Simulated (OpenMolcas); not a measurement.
# RPBE/6-31G(d) (Cartesian functions) run of B2H2F2 (SMILES FBBF)

Aim: the electrostatic solvation energy at fixed shape (C-PCM, carbontetrachloride) of B2H2F2 at RPBE/6-31G* (Cartesian functions), from 2 runs. 

The results are computed with OpenMolcas 26.06.

1 further run of the same task is left out (it didn't finish).

### 1 Starting point

The species is B2H2F2 (6 atoms), meant as a singlet with charge 0. SMILES: `FBBF`. The coordinates come from a GFN2-xTB relaxation. This is one conformer, not always the lowest.

Bond lengths: F1–B2 1.318 Å, B2–B3 1.712 Å, B3–F4 1.318 Å, B2–H5 1.181 Å, B3–H6 1.180 Å. Angles: F1–B2–B3 119.9°, B2–B3–F4 119.9°, F1–B2–H5 113.5°, B3–B2–H5 126.6°, B2–B3–H6 126.6°, F4–B3–H6 113.4°.

### 2 Energy and one-electron properties at RPBE/6-31G(d) (Cartesian functions)

Input file run.inp:

```
* B2F2H2 Kohn-Sham DFT
&GATEWAY
Coord
6
angstrom
F       -1.391700       1.018820      -0.788000
B       -0.169600       0.751200      -0.373680
B        0.169210      -0.750920       0.373990
F        1.388950      -1.014120       0.797700
H        0.597820       1.624810      -0.577650
H       -0.594680      -1.629790       0.567650
Basis=6-31G*
Group=NoSym
&SEWARD
&SCF
KSDFT=2
1.0 GGA_X_RPBE
1.0 GGA_C_PBE
PrOrbitals=1 2
&LOCALISATION
Boys
```

Started as:

```console
$ export MOLCAS_MEM=1860
$ pymolcas run.inp > run.log
```

Log:

```text
--- Start Module: gateway ---
[...]
--- Stop Module: gateway /rc=_RC_ALL_IS_WELL_ ---
[...]
      Basis functions           64
[...]
--- Start Module: scf ---
[...]
       Convergence after  13 Iterations
[...]
::    Total KS-DFT energy                            -250.6155850572
[...]
      Total spin, S                                     0.0000000000
[...]
      Total electronic charge=   30.000000
      Total            charge=   -0.000000
[...]
      Dipole Moment (debye):
      Origin of the operator (angstrom)=   -0.0009    0.0014    0.0029
                   X= -1.7933E-04               Y=  7.0984E-04               Z=  4.8916E-04           Total=  8.8052E-04
      Quadrupole Moment (debye*angstrom):
[...]
--- Stop Module: scf /rc=_RC_ALL_IS_WELL_ ---
[...]
--- Start Module: localisation ---
[...]
--- Stop Module: localisation /rc=_RC_ALL_IS_WELL_ ---
[...]
```

Run time: 7.8 s. Hardware: 1 thread of Intel Xeon Platinum 8259CL at 2.50GHz (Skylake/Cascade Lake), shared host; peak memory 0.4 GiB.

Atomic charges (e):

```csv
atom,Mulliken
F1,-0.150
B2,+0.209
B3,+0.209
F4,-0.150
H5,-0.060
H6,-0.060
```

### 3 Energy and one-electron properties at RPBE/6-31G(d) (Cartesian functions, C-PCM carbontetrachloride)

Input file run.inp:

```
* B2F2H2 Kohn-Sham DFT

&gateway
 coord
 6
 angstrom
 F       -1.391700       1.018820      -0.788000
 B       -0.169600       0.751200      -0.373680
 B        0.169210      -0.750920       0.373990
 F        1.388950      -1.014120       0.797700
 H        0.597820       1.624810      -0.577650
 H       -0.594680      -1.629790       0.567650
 basis = 6-31G*
 group = NoSym
 rf-input
 PCM-Model
 Solvent=carbontetrachloride
 Conductor
 End of RF-Input

&seward

&scf
 ksdft = 2
 1.0 GGA_X_RPBE
 1.0 GGA_C_PBE
 prorbitals = 1 2

&localisation
 boys
```

Started as:

```console
$ export MOLCAS_MEM=1860
$ pymolcas run.inp > run.log
```

Log:

```text
--- Start Module: gateway ---
[...]
--- Stop Module: gateway /rc=_RC_ALL_IS_WELL_ ---
[...]
      Basis functions           64
[...]
--- Start Module: scf ---
[...]
       Convergence after  13 Iterations
[...]
::    Total KS-DFT energy                            -250.6191935108
[...]
      Total spin, S                                     0.0000000000
[...]
      Total electronic charge=   30.000000
      Total            charge=   -0.000000
[...]
      Dipole Moment (debye):
      Origin of the operator (angstrom)=   -0.0009    0.0014    0.0029
                   X=  4.9237E-03               Y=  5.0430E-03               Z= -1.9179E-03           Total=  7.3043E-03
      Quadrupole Moment (debye*angstrom):
[...]
--- Stop Module: scf /rc=_RC_ALL_IS_WELL_ ---
[...]
--- Start Module: localisation ---
[...]
--- Stop Module: localisation /rc=_RC_ALL_IS_WELL_ ---
[...]
```

It took 11 s on 1 thread of Intel Xeon Platinum 8259CL at 2.50GHz (Skylake/Cascade Lake), shared host; peak memory 0.4 GiB.

Atomic charges (e):

```csv
atom,Mulliken
F1,-0.161
B2,+0.207
B3,+0.210
F4,-0.161
H5,-0.046
H6,-0.049
```

### 4 Summary of results

At RPBE/6-31G* (Cartesian functions):

| quantity | value |
| --- | --- |
| gas phase: total energy | -250.61559 Eh |
| gas phase: dipole moment | 0.00 D |
| gas phase: HOMO energy | -6.30 eV |
| gas phase: LUMO energy | -3.28 eV |
| gas phase: HOMO–LUMO gap | 3.02 eV |
| C-PCM, carbontetrachloride: total energy | -250.61919 Eh |
| C-PCM, carbontetrachloride: dipole moment | 0.01 D |
| C-PCM, carbontetrachloride: HOMO energy | -6.05 eV |
| C-PCM, carbontetrachloride: LUMO energy | -2.97 eV |
| C-PCM, carbontetrachloride: HOMO–LUMO gap | 3.08 eV |
| energy change from gas to solvent at fixed shape | -0.098 eV |

The solvent model (C-PCM, carbontetrachloride) lowers the energy by 0.10 eV (−2.3 kcal/mol) at the same shape. It holds the electrostatic part alone, without cavity or dispersion terms.
